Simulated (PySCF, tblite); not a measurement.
# C₂H₅O₃SeSi radical: geometry, infrared bands and EPR parameters

Aim: predict the infrared bands and EPR parameters of C₂H₅O₃SeSi radical (`[O]C(=O)C[Si@H](O)[SeH]`).

The runs use tblite 0.8.0 and PySCF 2.14.0, with density-fitted response routines of our own; the level of theory stands in each step. All values are computed, except where a source is named. Atoms count from 0, in the outputs and in this text.

### 1 The starting structure

12 atoms, charge 0, multiplicity 2; geometry from: force field or distance geometry start.

Bonds of the start (Å): O0–C1 1.39, C1–O2 1.28, C1–C3 1.49, C3–Si4 1.86, Si4–O5 1.70, Si4–Se6 2.26, C3–H7 1.11, C3–H8 1.10, Si4–H9 1.48, O5–H10 1.00, Se6–H11 1.54.

### 2 Relaxing the molecule with GFN2-xTB

Job settings and geometry (Å):

```
{"job": {"kind": "relax", "xc": "GFN2-xTB", "basis": "xTB"}, "charge": 0, "multiplicity": 2}
O      0.134500    -1.403400     1.661700
C      1.055200    -0.822900     0.792000
O      2.229500    -0.507900     1.176000
C      0.650700    -0.632200    -0.630900
Si    -0.521500     0.799500    -0.797900
O     -0.015100     2.085400     0.193100
Se    -2.568700     0.082200    -0.146300
H      0.115000    -1.525600    -1.007900
H      1.514300    -0.458500    -1.287100
H     -0.562500     1.288000    -2.196300
H      0.433600     1.747700     1.019700
H     -2.463900    -0.652800     1.197800
```

Launch:

```
> OMP_NUM_THREADS=1 python probes_run.py task.json out
```

One launch serves the whole session: the jobs run in the order shown.

The log of the run:

```text
step      E/eV     max force
  0    -650.42687    6.196
  1    -651.45599    2.780
  2    -651.41677    6.344
  3    -651.62159    0.591
  4    -651.64980    0.468
  5    -651.69149    0.420
  6    -651.71050    0.565
  7    -651.75585    0.703
  8    -651.77661    0.517
  9    -651.79215    0.297
 10    -651.79806    0.232
 11    -651.80335    0.293
 12    -651.80923    0.304
 13    -651.81545    0.333
 14    -651.82099    0.281
 15    -651.82411    0.152
 16    -651.82630    0.148
 17    -651.82882    0.233
 18    -651.83250    0.280
 19    -651.83783    0.258
 20    -651.84424    0.251
 21    -651.85035    0.225
 22    -651.85516    0.170
 23    -651.85813    0.153
 24    -651.85998    0.098
 25    -651.86106    0.082
 26    -651.86176    0.084
 27    -651.86245    0.093
 28    -651.86318    0.071
 29    -651.86378    0.061
 30    -651.86431    0.063
 31    -651.86492    0.063
 32    -651.86565    0.062
 33    -651.86626    0.055
 34    -651.86661    0.058
 35    -651.86684    0.056
 36    -651.86712    0.051
 37    -651.86755    0.058
 38    -651.86812    0.073
 39    -651.86874    0.076
 40    -651.86933    0.073
 41    -651.86988    0.061
 42    -651.87042    0.068
 43    -651.87089    0.059
 44    -651.87122    0.055
 45    -651.87148    0.040
 46    -651.87175    0.048
 47    -651.87207    0.055
 48    -651.87234    0.037
 49    -651.87253    0.031
 50    -651.87270    0.033
 51    -651.87292    0.043
 52    -651.87321    0.052
 53    -651.87349    0.047
 54    -651.87373    0.050
 55    -651.87394    0.041
 56    -651.87414    0.041
 57    -651.87431    0.036
 58    -651.87442    0.022
 59    -651.87447    0.016
 60    -651.87449    0.012
 61    -651.87451    0.016
 62    -651.87454    0.021
 63    -651.87458    0.023
 64    -651.87464    0.023
 65    -651.87470    0.024
 66    -651.87474    0.017
 67    -651.87476    0.010
```

It took 0.51 s on 1 thread of Arm Neoverse V1, shared host; peak memory 0.18 GiB.

The steps of the relaxation: (not every step is listed) (the energy doesn't fall at every step)

```tsv
step	energy from step 0 (eV)	largest force (eV/Å)
0	0.0000	6.1961
1	-1.0291	2.7800
2	-0.9899	6.3444
3	-1.1947	0.5913
4	-1.2229	0.4683
5	-1.2646	0.4200
6	-1.2836	0.5649
7	-1.3290	0.7026
8	-1.3497	0.5175
13	-1.3886	0.3335
18	-1.4056	0.2798
23	-1.4313	0.1532
28	-1.4363	0.0709
33	-1.4394	0.0552
38	-1.4412	0.0730
43	-1.4440	0.0587
48	-1.4455	0.0369
53	-1.4466	0.0472
58	-1.4475	0.0220
62	-1.4477	0.0206
63	-1.4477	0.0229
64	-1.4478	0.0229
65	-1.4478	0.0240
66	-1.4479	0.0167
67	-1.4479	0.0097
```

Distances of close pairs at the start and the end, largest changes first:

```tsv
bond	before (Å)	after (Å)	change (Å)
O0–C1	1.393	1.221	-0.172
C1–C3	1.492	1.618	+0.127
Se6–H11	1.536	1.439	-0.096
Si4–O5	1.701	1.607	-0.093
C1–O2	1.275	1.211	-0.064
Si4–Se6	2.265	2.316	+0.051
C3–Si4	1.858	1.903	+0.045
O5–H10	0.999	0.956	-0.043
```

The end geometry stands in the next job.

### 3 Harmonic vibrations with GFN2-xTB

Job settings and geometry (Å):

```
{"job": {"kind": "ir", "xc": "GFN2-xTB", "basis": "xTB"}, "charge": 0, "multiplicity": 2}
O     -0.087370    -1.185860     1.536355
C      0.918660    -0.911844     0.901144
O      2.091696    -0.747031     1.150649
C      0.632401    -0.672097    -0.673606
Si    -0.517476     0.840556    -0.775507
O     -0.009885     2.081826     0.110739
Se    -2.532150    -0.028084    -0.033824
H      0.173673    -1.592399    -1.028490
H      1.581252    -0.521804    -1.181508
H     -0.699081     1.411089    -2.094820
H      0.359698     2.033145     0.991151
H     -1.910219    -0.708183     1.071688
```

The log of the run:

```text
mode    cm-1     km/mol
  1     -31.9      3.58
  2      66.2      6.19
  3     112.9      1.90
  4     148.5      1.23
  5     168.4      2.69
  6     231.7     57.70
  7     239.2     30.13
  8     291.1     45.17
  9     304.7     25.37
 10     378.2     12.48
 11     486.2     34.01
 12     545.6     14.94
 13     604.3     17.84
 14     631.0     32.19
 15     660.0     49.61
 16     705.8    246.93
 17     720.3      9.50
 18     744.2    318.73
 19     781.9     49.57
 20     952.6    195.57
 21     965.9     43.77
 22    1095.5     93.01
 23    1258.3    228.02
 24    1414.9      9.86
 25    1819.0    165.71
 26    2058.9     99.60
 27    2377.9    180.10
 28    3005.7      2.96
 29    3024.6     10.19
 30    3613.0     44.97
```

It took 0.44 s on 1 thread of Arm Neoverse V1, shared host; peak memory 0.18 GiB.

The strongest bands and the atoms that carry them (share of the mass-weighted mode):

```tsv
cm⁻¹	km/mol	atoms
706	246.9	C1 48 %, C3 14 %, O0 13 %
744	318.7	H10 66 %
953	195.6	O5 47 %, Si4 34 %
1096	93.0	H8 52 %, H7 22 %, C3 16 %
1258	228.0	O0 39 %, O2 34 %, C1 18 %
1819	165.7	C1 68 %, O2 19 %, O0 13 %
2059	99.6	H11 98 %
2378	180.1	H9 97 %
```

### 4 EPR parameters: B3LYP/def2-TZVP-core+pcH-1

The job, as its differences from that of step 3:

```diff
@@ -1,2 +1,2 @@
-{"job": {"kind": "ir", "xc": "GFN2-xTB", "basis": "xTB"}, "charge": 0, "multiplicity": 2}
+{"job": {"kind": "epr", "basis": "pcH-1"}, "charge": 0, "multiplicity": 2}
 O     -0.087370    -1.185860     1.536355
```

Method: UKS B3LYP, def2-TZVP-core on Se, pcH-1 on C H O Si, non-relativistic, mean-field spin-orbit, GIAO.

The log of the run:

```text
UKS, coarse grid
  cycle   1  E = -2995.59589317  |g| = 1.77e+00
  cycle   2  E = -2988.78726150  |g| = 3.09e+00
  cycle   3  E = -2992.93440214  |g| = 1.90e+00
  cycle   4  E = -2995.88475556  |g| = 5.84e-01
  cycle   5  E = -2995.80854593  |g| = 6.29e-01
  cycle   6  E = -2996.01658123  |g| = 2.24e-01
  cycle   7  E = -2996.02275103  |g| = 1.93e-01
  cycle   8  E = -2996.03736701  |g| = 5.86e-02
  cycle   9  E = -2996.03751279  |g| = 5.95e-02
  cycle  10  E = -2996.03953550  |g| = 2.07e-02
  cycle  11  E = -2996.03969353  |g| = 1.05e-02
  cycle  12  E = -2996.03974189  |g| = 7.11e-03
  cycle  13  E = -2996.03976493  |g| = 5.79e-03
  cycle  14  E = -2996.03978472  |g| = 4.36e-03
  cycle  15  E = -2996.03980400  |g| = 2.77e-03
  cycle  16  E = -2996.03980727  |g| = 1.10e-03
  cycle  17  E = -2996.03980943  |g| = 6.03e-04
UKS, final grid
  cycle   1  E = -2996.03978605  |g| = 8.98e-04
  cycle   2  E = -2996.03978119  |g| = 3.00e-03
  cycle   3  E = -2996.03978647  |g| = 5.88e-04
  cycle   4  E = -2996.03978660  |g| = 7.71e-05
  cycle   5  E = -2996.03978661  |g| = 8.67e-05
  cycle   6  E = -2996.03978661  |g| = 6.13e-05
  cycle   7  E = -2996.03978661  |g| = 4.57e-05
  cycle   8  E = -2996.03978661  |g| = 1.96e-05
E = -2996.03978661 Eh   <S^2> = 0.7548 (exact 0.7500)
g shifts (ppm)      1          2          3
  rmc          -273       -273       -273
  gc             43         77          0
  oz_so         510      19786      38007
  total         285      19592      37741
hyperfine (MHz)  atom isotope    a_iso     a_fc   dipolar eigenvalues
    0   17O      -9.75     -10.77    -62.98     31.28     31.70
    1   13C     -61.46     -61.46    -10.08      2.44      7.63
    2   17O     -24.75     -23.89   -118.96     56.93     62.03
    3   13C      50.09      50.23    -28.49    -27.71     56.20
    4  29Si      14.96      15.56     -6.16      2.61      3.55
    5   17O       1.95       2.04     -0.17     -0.08      0.25
    6  77Se      17.10       8.25    -93.31    -90.51    183.82
    7    1H      -0.68      -0.70    -12.04     -1.88     13.92
    8    1H     -19.63     -19.61    -14.10     -2.71     16.81
    9    1H      18.57      18.54     -1.73     -0.49      2.22
   10    1H       0.03       0.01     -1.62     -0.90      2.52
   11    1H      -3.43      -3.75     -4.39     -0.10      4.50
```

Run time: 4 min. Hardware: 1 thread of Arm Neoverse V1, shared host; peak memory 1.3 GiB.

Principal g values 2.00260, 2.02191, 2.04006; g(iso) = 2.02153, against 2.00232 for a free electron.

Hyperfine couplings, nucleus by nucleus at this fixed geometry (no averaging over rotations):

```tsv
nuclei	isotope	a(iso) (MHz)	a(iso) (G, at g = 2.0023)	largest dipolar term (MHz)
C1	13C	-61.5	-21.9	-10.1
C3	13C	50.1	17.9	56.2
O2	17O	-24.7	-8.8	-119.0
H8	1H	-19.6	-7.0	16.8
H9	1H	18.6	6.6	2.2
Se6	77Se	17.1	6.1	183.8
Si4	29Si	15.0	5.3	-6.2
O0	17O	-9.7	-3.5	-63.0
H11	1H	-3.4	-1.2	4.5
O5	17O	1.9	0.7	0.3
H7	1H	-0.7	-0.2	13.9
H10	1H	0.0	0.0	2.5
```

Mulliken spin populations:

```tsv
atom	value (e)
O0	0.18
C1	-0.03
O2	0.37
C3	0.29
Si4	-0.01
O5	0.00
Se6	0.20
H7	0.00
H8	-0.01
H9	0.01
H10	0.00
H11	0.00
```

In first order the couplings over 0.8 MHz of 1H give 8 distinct lines over 14.8 G.

The fields below are evaluated on a grid from the run's orbitals.

ELF in a plane through or near 3 of the atoms.

Ten even steps from ' ' (0.00) to '@' (0.98):
```
                                                        
                                                        
                                                        
                                                        
                                                        
                                ::::..                  
          ::==++==::        ..--++++--::                
        --++%%%%##++        ::==####++--..              
      ..++%%@@####**::..    ::==******==..              
      ..++##%%**%%##++++::....::--====--..              
        --==++**++..::++--    ..::----::..              
            ..::++**%%##==..    --==++++====--..        
              ::##%%====%%++  ..==++####%%%%##++..      
            ::==%%%%**##%%--::####****##%%%%%%**::      
            ..::++**####::..%%@@@@##**##%%%%##++..      
                ..::::::    ##@@%%**++**####++--        
                            --==::..::::----..          
                                                        
                                                        
                                                        
```
The map spans 9.8 Å across and 9.7 Å up, centred on the molecule. Atoms in the plane (x, y in Å): O0 (-1.2, -1.4), C1 (-1.5, -0.3), O2 (-2.3, 0.5).

log10 of the density (e/Å³) in the same plane.

Ten even steps from '0' (-4.0) to '9' (2.0):
```
0000000000000000000000000000
0000000000000000000000000000
0000000000000000000000000000
0000000000000000010000000000
0000000111111122222211000000
0000122222222233444332110000
0001334444333344555443210000
0012455665444455666544221000
0023557776554455666544321000
0023457777665555666544321000
0023455677765545555544321100
0012344567775544555544332100
0000224567986545555555432210
0000124467776555566655432210
0000013455555556655555432210
0000002234444445555544332100
0000000012222233333333221100
0000000000001122222222211110
0000000000000001111111011111
0000000000000000000000000111
```
The map spans 9.8 Å across and 9.7 Å up, centred on the molecule. Atoms in the plane (x, y in Å): O0 (-1.2, -1.4), C1 (-1.5, -0.3), O2 (-2.3, 0.5).

On the surface of density 0.002 e/bohr³ the electrostatic potential runs, from the 1st to the 99th percentile, from -1.13 V near O0 to 2.65 V near H10.

The spin density lies nearest to O2 33 %; C3 19 %; O0 17 %; Se6 16 %.

### 5 Outcome

```
                                 quantity                 value
strongest single infrared mode (GFN2-xTB)  744 cm⁻¹, 319 km/mol
             zero-point energy (GFN2-xTB)         42.0 kcal/mol
                           g(iso) (B3LYP)               2.02153
                                     ⟨S²⟩    0.755 (exact 0.75)
                           largest a(iso)  13C on C1, -61.5 MHz
    surface potential, 1st and 99th percentile    -1.13 V and 2.65 V
```

The optimisation took 67 steps and gained 1.448 eV; among the close pairs (by a distance rule), O0–C1 changed most, from 1.393 to 1.221 Å. The lowest mode is imaginary (32i cm⁻¹), so the xTB geometry is not a minimum. The strongest single mode, at 744 cm⁻¹, moves mainly H10. Unscaled tight-binding wavenumbers are off by several per cent, some by more. Its intensities can rank the bands wrongly. The largest spin populations lie on O2 (0.37 e), C3 (0.29 e). The isotropic g lies 19.2 ppt above the free-electron value. The hyperfine terms hold no scalar relativity, which the heavier nuclei need.
